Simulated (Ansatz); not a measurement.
# CdBr2, space group R-3m: a phonon calculation by finite displacements

Computed with the Ansatz DFT code, driven from Python.

`run_phonons.py`
```python
from pathlib import Path

import ansatz as az
import numpy as np

FILLING = "methfessel_paxton"
WIDTH_EV = 0.05
FUNCTIONAL = "PBEsol"
KMESH = (5, 5, 5)

cdbr2 = (
    az.Lattice.of((1.975, 1.140267, 6.223333), (-1.975, 1.140267, 6.223333), (0.0, -2.280534, 6.223333))
    .atom("Cd", (0.0, 0.0, 0.0))
    .atom("Br", (0.25, 0.25, 0.25))
    .atom("Br", (0.75, 0.75, 0.75))
)

setup = cdbr2.calculation()
setup = setup.occupations(FILLING, width=WIDTH_EV)
setup = setup.functional(FUNCTIONAL)
setup = setup.kpoints(*KMESH)
setup = setup.phonons("fd", supercell=1)
outcome = setup.run(threads=1, pin="off", runs_dir="out")
folder = Path(outcome.output_folder) / "results"
ph = outcome.phonons

for mode, w in enumerate(ph.gamma_omega_inv_cm, start=1):
    print(f"Gamma mode {mode:2d}: {w:8.1f} 1/cm  {w / 33.35641:7.3f} THz")
print(f"{ph.n_members} displaced supercells, sum-rule residual {ph.asr_residual_pre_ev_ang2:.1e} eV/A^2")
optical = np.sort(ph.gamma_omega_inv_cm)
print("imaginary modes at Gamma:", int((optical < -10).sum()), "- highest mode", round(float(optical[-1]), 1), "1/cm")
```

```console
$ python run_phonons.py
DeckWarning: basis.ecutwfc = 420 eV, auto-derived from the records' recommended cutoffs: set by Cd (normal level)
Gamma mode  1:      0.0 1/cm    0.000 THz
Gamma mode  2:      0.0 1/cm    0.000 THz
Gamma mode  3:      0.0 1/cm    0.000 THz
Gamma mode  4:     78.6 1/cm    2.357 THz
Gamma mode  5:     78.6 1/cm    2.357 THz
Gamma mode  6:    112.9 1/cm    3.386 THz
Gamma mode  7:    112.9 1/cm    3.386 THz
Gamma mode  8:    145.5 1/cm    4.363 THz
Gamma mode  9:    162.7 1/cm    4.879 THz
3 displaced supercells, sum-rule residual 3.3e-04 eV/A^2
imaginary modes at Gamma: 0 - highest mode 162.7 1/cm
```
(Warnings from the package without file and line.)

Caveats:
- The cell isn't relaxed first, so the values belong to this volume.
- Of the deposited cell: the entry's cell lengths or inner coordinates differ somewhat from later room-temperature determinations.
- No non-analytic term is added, so at the zone centre the longitudinal optical modes of a polar crystal aren't split off.
- The starting cell is as deposited in a crystallographic database; the results hold for this polymorph, which needn't be the stable one.
- The structure is taken as given and the supercell is small; imaginary modes can come from an unrelaxed or unstable start.
- It ran for 16 s on 1 thread of Arm Neoverse V2, on a shared host, peak memory 0.51 GiB.

(Lines on the test bed's own set-up are left out of the output.)
